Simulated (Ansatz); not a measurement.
**Ta3I2: one candidate structure**

Aim: relax Ta3I2 from this start, anti-corundum type (R-3c, No. 167), and see where it ends.

Program: Ansatz 0.2.0. Level of theory: DFT PBE, scalar-relativistic, plane waves, PAW. These are calculated values, not measurements.

## (1) The system as given

Symmetry: R-3c, No. 167, trigonal system. The conventional cell has a = 7.040 Å, b = 7.040 Å, c = 19.220 Å, α = 90.00°, β = 90.00°, γ = 120.00°. Ta (site symmetry 2) is surrounded by 4 I at 2.74 to 2.92 Å. Around I (site symmetry 3) lie 6 Ta at 2.74 to 2.92 Å.

Structure file:

```xyz
10
Lattice="3.5198 2.0322 6.4066 -3.5198 2.0322 6.4066 0.0000 -4.0643 6.4066" Properties=species:S:1:pos:R:3 pbc="T T T"
Ta   -1.3639   -2.0322    8.0083
Ta    2.4419   -0.1651    8.0083
Ta   -1.0779    2.1973    8.0083
Ta    1.3639    2.0322   11.2116
Ta   -2.4419    0.1651   11.2116
Ta    1.0779   -2.1973   11.2116
I     0.0000    0.0000   16.3788
I     0.0000    0.0000   12.4510
I     0.0000    0.0000    2.8411
I     0.0000    0.0000    6.7688
```

(A quick probe on a coarse mesh, which set the mesh and smearing, is not shown.)

## (3) Rough relaxation on the coarse mesh

input.yaml

```yaml
crystal:
  lattice:
    - [3.5198266386, 2.0321728573, 6.4066130567]
    - [-3.5198266386, 2.0321728573, 6.4066130567]
    - [0.0, -4.0643457147, 6.4066130567]
  atoms:
    - { symbol: Ta, position: [0.05625, 0.44375, 0.75] }
    - { symbol: Ta, position: [0.75, 0.05625, 0.44375] }
    - { symbol: Ta, position: [0.44375, 0.75, 0.05625] }
    - { symbol: Ta, position: [0.94375, 0.55625, 0.25] }
    - { symbol: Ta, position: [0.25, 0.94375, 0.55625] }
    - { symbol: Ta, position: [0.55625, 0.25, 0.94375] }
    - { symbol: I, position: [0.85218, 0.85218, 0.85218] }
    - { symbol: I, position: [0.64782, 0.64782, 0.64782] }
    - { symbol: I, position: [0.14782, 0.14782, 0.14782] }
    - { symbol: I, position: [0.35218, 0.35218, 0.35218] }
basis:
  ecutwfc: 420
kpoints:
  mp_grid: { grid: [3, 3, 3] }
hamiltonian:
  xc: pbe
scf:
  occupations: { method: gaussian, width: 0.1 }
  lower_state_search: "off"
output:
  forces: true
  stress: true
  eigenvalues: true
relax:
  adjacent_minimum: "off"
  f_tol: 0.04
  max_steps: 70
  cell: { stress_tol: 0.4 }
```

Run with:

```bash
ansatz run input.yaml --threads 1 --pin off --max-ram 2560MiB --backend cpu --events-out ev --progress --plain --runs-dir out
```

Further runs follow: the relaxation.

Q: Predict the outcome of this session.

**Answer**, as computed:

Formation energies count from the elements, computed with the same settings in runs not shown here.

```
                          quantity                                                                        value
               cell (conventional)  a = 7.140 Å, b = 7.140 Å, c = 15.986 Å, α = 90.00°, β = 90.00°, γ = 120.00°
                       space group                                                               R-3c (No. 167)
                            volume                                                                23.52 Å³/atom
                   gap on the mesh                                                                 none (metal)
formation energy from the elements                                                               +1.128 eV/atom
```

**Reading.** The space group stayed R-3c, and from the first guess the volume went from 27.50 to 23.52 Å³/atom. The formation energy of +1.13 eV/atom is positive, so the elements lie lower than this structure; another structure of the compound can lie lower. The runs treat I, Ta without spin-orbit coupling.
